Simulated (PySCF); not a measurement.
GeH4, in a box:

```
Ge H
1.0
    12.00000    0.00000    0.00000
     0.00000   12.00000    0.00000
     0.00000    0.00000   12.00000
Ge H
1 4
Cartesian
  6.0584 5.6716 6.2522
  7.2064 4.9151 6.9328
  4.8196 5.6414 7.1564
  5.7292 5.0023 4.9116
  6.4781 7.1269 6.0081
```

Base run:

| Quantity | Value |
| --- | --- |
| Program | PySCF 2.14.0 |
| Functional | TASK |
| Potentials or basis | def2-svp (all-electron) |
| k mesh | 1 × 1 × 1 |
| Occupations | fixed |
| Spin | no spin polarisation |

Its results: gap between the frontier levels 11.17 eV.

**Question.** After a change of settings the same cell gave: gap between the frontier levels 9.11 eV. Which change was it?
A. functional from TASK to OLYP; dispersion from none to D4
B. functional from TASK to PBEsol0
C. functional from TASK to HLE16

**Answer.** A.

Caveats: this is a molecule in a periodic box at the Γ point, so its band gap is the HOMO-LUMO gap; relativity is left out, which matters for the heavier elements; the basis of atomic orbitals isn't converged, which shifts pressures, moduli and gaps.

Not every run made on this cell is shown here.
